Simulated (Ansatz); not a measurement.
# H4HfOS3: small, medium and large basis sets

One table from this session's results is given with a row withheld; the runs are named, their logs left out.

Method: one geometry, several basis sets; program: Ansatz 0.2.0, Gaussian basis.

Plan: PBE0-D4/def2-SVP; ωB97M-V/def2-SVP; PBE0-D4/def2-QZVPP; ωB97M-V/def2-QZVPP; the functionals' def2-TZVPP values are taken from earlier runs.

1 further run of the same task is left out (for a known fault of the program).

## The relaxed structure

All runs share one geometry, relaxed beforehand with PBE0-D4 in a triple-zeta def2 set. Hf takes the def2 core potential; no spin-orbit term is included.

SMILES `[OH][Hf]([SH])([SH])[SH]`, 9 atoms, charge 0, spin multiplicity 1.

Atoms are counted from 1 here; the program's logs count them from 0.

Bond lengths: O1–Hf2 1.892 Å, O1–H6 0.953 Å, Hf2–S3 2.444 Å, Hf2–S4 2.437 Å, Hf2–S5 2.445 Å, S3–H7 1.348 Å, S4–H8 1.348 Å, S5–H9 1.349 Å. Angles: Hf2–O1–H6 163.7°, O1–Hf2–S3 107.9°, O1–Hf2–S4 108.5°, O1–Hf2–S5 114.1°, S3–Hf2–S4 113.1°, S3–Hf2–S5 107.9°, S4–Hf2–S5 105.4°, Hf2–S3–H7 90.0°, Hf2–S4–H8 90.7°, Hf2–S5–H9 91.3°.

Geometry (Å):

```
O    -1.1219    1.7429   -0.6290
Hf   -0.2634    0.1251   -0.1537
S    -0.0801    0.0605    2.2828
S    -1.5526   -1.7310   -1.0666
S     1.9841   -0.1238   -1.0831
H    -1.3224    2.5970   -1.0020
H     0.8230   -0.9363    2.1892
H    -0.9207   -2.5951   -0.2477
H     2.4541    0.8606   -0.2900
```

The first run:

in.yaml reads:

```yaml
crystal:
  periodic: [false, false, false]
  atoms:
    - {symbol: O, position_ang: [-1.121915, 1.742929, -0.629025]}
    - {symbol: Hf, position_ang: [-0.263364, 0.125138, -0.153656]}
    - {symbol: S, position_ang: [-0.080133, 0.060520, 2.282844]}
    - {symbol: S, position_ang: [-1.552617, -1.730982, -1.066609]}
    - {symbol: S, position_ang: [1.984089, -0.123769, -1.083070]}
    - {symbol: H, position_ang: [-1.322422, 2.596988, -1.002030]}
    - {symbol: H, position_ang: [0.823013, -0.936307, 2.189246]}
    - {symbol: H, position_ang: [-0.920701, -2.595116, -0.247675]}
    - {symbol: H, position_ang: [2.454050, 0.860599, -0.290025]}
basis:
  gaussian: {orbitals: def2-SVP}
hamiltonian: {xc: pbe0, dispersion: d4}
output: {orbitals: {seedname: orbitals}}
```

The run is started by

```console
ansatz run in.yaml --threads 4 --pin off --events-out ev --progress --plain --max-ram 10444MiB
```

Among the steps run: PBE0-D4 in def2-SVP; ωB97M-V in def2-SVP; PBE0-D4 in def2-QZVPP; ωB97M-V in def2-QZVPP.

One of the session's tables, all rows but one given; the rest of the session is left out.

It belongs to the step «Density functionals: the series». 

```
functional       basis  HOMO (eV)
   PBE0-D4    def2-SVP      -7.52
   PBE0-D4  def2-TZVPP      -7.53
   PBE0-D4  def2-QZVPP      -7.56
   ωB97M-V    def2-SVP          ?
   ωB97M-V  def2-TZVPP      -9.65
   ωB97M-V  def2-QZVPP      -9.68
```

**Question.** Estimate the row for ωB97M-V, def2-SVP.

As computed: HOMO (eV): -9.59. In the column «HOMO (eV)» it lies between ωB97M-V, def2-TZVPP (-9.65) and PBE0-D4, def2-QZVPP (-7.56).
